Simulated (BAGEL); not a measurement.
# ROHF/6-31G(d) (density fitting with qzvpp-jkfit, spherical functions) run of CH3AlBr (SMILES [CH3][Al][Br])

Aim: the energy change on altering one bond length of CH3AlBr at ROHF/6-31G* (density fitting with qzvpp-jkfit, spherical functions), from 2 runs. 

The calculation is run with BAGEL 1.2.2.

### Step 1. The system as given

The species is CH3AlBr (6 atoms), meant as a doublet with charge 0. As SMILES, `[CH3][Al][Br]`. Geometry: relaxed at PBE0-D4/def2-TZVP.

Bond lengths: C1–Al2 1.965 Å, Al2–Br3 2.287 Å, C1–H4 1.094 Å, C1–H5 1.093 Å, C1–H6 1.094 Å. Angles: C1–Al2–Br3 117.6°, Al2–C1–H4 110.3°, Al2–C1–H5 110.3°, Al2–C1–H6 110.4°, H4–C1–H5 109.1°, H4–C1–H6 107.5°, H5–C1–H6 109.1°.

### Step 2. The energy at ROHF/6-31G(d) (density fitting with qzvpp-jkfit, spherical functions)

hf.json reads:

```json
{ "bagel": [

{
  "title": "molecule",
  "basis": "6-31gs.json",
  "df_basis": "qzvpp-jkfit",
  "angstrom": "true",
  "geometry": [
    { "atom": "C", "xyz": [      -0.392100,       0.512200,      -0.308600 ] },
    { "atom": "Al", "xyz": [       1.119900,      -0.742300,      -0.306600 ] },
    { "atom": "Br", "xyz": [       1.361500,      -2.105700,       1.514100 ] },
    { "atom": "H", "xyz": [      -0.031400,       1.541900,      -0.384000 ] },
    { "atom": "H", "xyz": [      -0.975800,       0.403700,       0.608700 ] },
    { "atom": "H", "xyz": [      -1.039900,       0.326200,      -1.169800 ] }
  ]
},

{
  "title": "rohf",
  "nopen": 1
},

{
  "title": "print",
  "file": "orbitals.molden",
  "orbitals": "true"
}

]}
```

The basis set 6-31G* is read from a file made from the Basis Set Exchange's data (not shown).

Started as:

```
BAGEL_NUM_THREADS=1 BAGEL hf.json > hf.out
```

The program printed:

```text
* using 1 threads per process

  ===============================================================
  ===============================================================

  *** Geometry ***

  { "atom" : "C", "xyz" : [     -0.740962,      0.967918,     -0.583169 ] },
  { "atom" : "Al", "xyz" : [      2.116304,     -1.402744,     -0.579390 ] },
  { "atom" : "Br", "xyz" : [      2.572862,     -3.979196,      2.861234 ] },
  { "atom" : "H", "xyz" : [     -0.059337,      2.913769,     -0.725655 ] },
  { "atom" : "H", "xyz" : [     -1.843995,      0.762882,      1.150276 ] },
  { "atom" : "H", "xyz" : [     -1.965126,      0.616429,     -2.210602 ] },

  Number of auxiliary basis functions:      523

  Since a DF basis is specified, we compute 2- and 3-index integrals:
    o Being stored without compression. Storage requirement is 0.021 GB

  Number of basis functions:       70
  Number of electrons      :       57

    * METHOD: MOLECULE                             0.29

  *** Open-shell HF ***

  === Nuclear Repulsion ===
   188.2209329075

      * DIIS with orbital gradients will be used.

  === ROHF iteration (6-31gs.json) ===
      0      -2853.56799388          0.02383658           0.15
      1      -2853.64504710          0.01124055           0.15
      2      -2853.66086012          0.00555043           0.14
      3      -2853.66523560          0.00123985           0.15
      4      -2853.66654464          0.00040850           0.15
      5      -2853.66679375          0.00011763           0.15
      6      -2853.66684592          0.00003697           0.15
      7      -2853.66685606          0.00001192           0.15
      8      -2853.66685715          0.00000503           0.14
      9      -2853.66685748          0.00000154           0.15
     10      -2853.66685760          0.00000050           0.15
     11      -2853.66685765          0.00000021           0.15
     12      -2853.66685765          0.00000009           0.15
     13      -2853.66685766          0.00000004           0.15
     14      -2853.66685766          0.00000001           0.15
     15      -2853.66685767          0.00000000           0.15
    * SCF iteration converged.

    * S^2 (ROHF) is 0.7500

    * Permanent dipole moment:
           (    0.169967,    -0.640862,     0.782637) a.u.

    * METHOD: ROHF                                 2.60

    * METHOD: PRINT                                0.01

  ===============================================================
```

Wall time 3.3 s (1 thread of Arm Neoverse V1, shared host); peak memory 0.12 GiB.

### Step 3. The distorted shape at the same level

job.json reads:

```json
{ "bagel" : [

{
  "title" : "molecule",
  "basis" : "6-31gs.json",
  "df_basis" : "qzvpp-jkfit",
  "angstrom" : true,
  "geometry" : [
    { "atom" : "C", "xyz" : [   -1.601699,    1.515799,   -0.310200 ] },
    { "atom" : "Al", "xyz" : [    1.119900,   -0.742300,   -0.306600 ] },
    { "atom" : "Br", "xyz" : [    1.361500,   -2.105700,    1.514100 ] },
    { "atom" : "H", "xyz" : [   -1.240999,    2.545499,   -0.385600 ] },
    { "atom" : "H", "xyz" : [   -2.185399,    1.407299,    0.607100 ] },
    { "atom" : "H", "xyz" : [   -2.249499,    1.329799,   -1.171400 ] }
  ]
},
{ "title" : "rohf", "nopen" : 1 },
{ "title" : "print", "file" : "orbitals.molden", "orbitals" : true }

]}
```

The basis set 6-31G* is read from a file made from the Basis Set Exchange's data (not shown).

Started as:

```
BAGEL_NUM_THREADS=1 BAGEL job.json > job.out
```

The program printed:

```text
* using 1 threads per process

  ===============================================================
  ===============================================================

  *** Geometry ***

  { "atom" : "C", "xyz" : [     -3.026772,      2.864445,     -0.586193 ] },
  { "atom" : "Al", "xyz" : [      2.116304,     -1.402744,     -0.579390 ] },
  { "atom" : "Br", "xyz" : [      2.572862,     -3.979196,      2.861234 ] },
  { "atom" : "H", "xyz" : [     -2.345148,      4.810296,     -0.728678 ] },
  { "atom" : "H", "xyz" : [     -4.129806,      2.659410,      1.147253 ] },
  { "atom" : "H", "xyz" : [     -4.250937,      2.512956,     -2.213625 ] },

  Number of auxiliary basis functions:      523

  Since a DF basis is specified, we compute 2- and 3-index integrals:
    o Being stored without compression. Storage requirement is 0.021 GB

  Number of basis functions:       70
  Number of electrons      :       57

    * METHOD: MOLECULE                             0.28

  *** Open-shell HF ***

  === Nuclear Repulsion ===
   163.9596516451

      * DIIS with orbital gradients will be used.

  === ROHF iteration (6-31gs.json) ===
      0      -2853.46241887          0.02375080           0.16
      1      -2853.56767300          0.01384240           0.15
      2      -2853.60205740          0.00625337           0.15
      3      -2853.60981137          0.00167308           0.15
      4      -2853.61197576          0.00052618           0.15
      5      -2853.61233011          0.00018974           0.15
      6      -2853.61238622          0.00006180           0.15
      7      -2853.61238904          0.00002095           0.15
      8      -2853.61239235          0.00000574           0.15
      9      -2853.61239395          0.00000207           0.15
     10      -2853.61239395          0.00000061           0.15
     11      -2853.61239392          0.00000020           0.15
     12      -2853.61239393          0.00000006           0.14
     13      -2853.61239392          0.00000003           0.15
     14      -2853.61239392          0.00000001           0.15
     15      -2853.61239392          0.00000000           0.15
    * SCF iteration converged.

    * S^2 (ROHF) is 0.7500

    * Permanent dipole moment:
           (    0.424490,    -0.717707,     0.572500) a.u.

    * METHOD: ROHF                                 2.65

    * METHOD: PRINT                                0.01

  ===============================================================
```

Run time: 3.3 s. Hardware: 1 thread of Arm Neoverse V1, shared host; peak memory 0.12 GiB.

### Step 4. Outcome

At ROHF/6-31G* (density fitting with qzvpp-jkfit, spherical functions):

| quantity | value |
| --- | --- |
| first shape: total energy | -2853.66686 Eh |
| first shape: dipole moment | 2.61 D |
| first shape: ⟨S²⟩ | 0.750 |
| distorted shape: total energy | -2853.61239 Eh |
| distorted shape: dipole moment | 2.57 D |
| distorted shape: ⟨S²⟩ | 0.750 |
| energy change with the C1–Al2 bond stretched from 1.965 to 3.536 Å | 1.482 eV |

In words: With the C1–Al2 bond stretched from 1.965 to 3.536 Å the energy rises by 1.48 eV (34 kcal/mol). The first shape isn't relaxed at this level, so the change isn't measured from a minimum.
